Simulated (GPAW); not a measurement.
Runs of GPAW 26.7.0 on Zr3MoC. It takes space group Pm-3m (No. 221, cubic). The conventional cell has a = 4.943 Å, b = 4.943 Å, c = 4.943 Å, α = 90.00°, β = 90.00°, γ = 90.00°. Around Zr (site symmetry 4/mmm) lie 2 Mo at 2.47 Å. Mo (site symmetry m-3m) is surrounded by 6 Zr at 2.47 Å. Around C (site symmetry m-3m) lie 12 Zr at 3.49 Å. The cell was built by a generator and needn't be a form met in nature.

```csv
level,potentials or basis,gap on the mesh (eV),pressure (GPa),relaxed volume (Å³/atom)
PBE,"GPAW PAW data sets (gpaw-data 1.2.1), pw",none,0.0,24.24
PBE+D4,"GPAW PAW data sets (gpaw-data 1.2.1), pw",none,0.0,23.72
LDA,"the program's PAW data sets (release 1.2.1) made for this functional, pw",none,0.0,22.47
PBE+D3(BJ),"GPAW PAW data sets (gpaw-data 1.2.1), pw",none,0.1,(b)
PBEsol,"PAW data sets generated in the run's folder for this functional, pw",none,0.1,(a)
```

Alike in all rows: task relaxation of cell and atoms; no spin polarisation; cell relaxed; k mesh 5 × 5 × 5; cutoff (eV) 800; smearing fermi-dirac 0.05 eV.

**Question.** Fill in the values left out.

**Answer.** (a) 23.21; (b) 23.26.

Caveats: later steps reuse the first step's grids; pairwise dispersion overbinds metals, which lowers pressure and volume (some runs).

A k mesh can miss the band edges, and the runs leave out spin-orbit coupling on Mo, Zr.

A gap of «none» marks a metal or a gap under the smearing width.
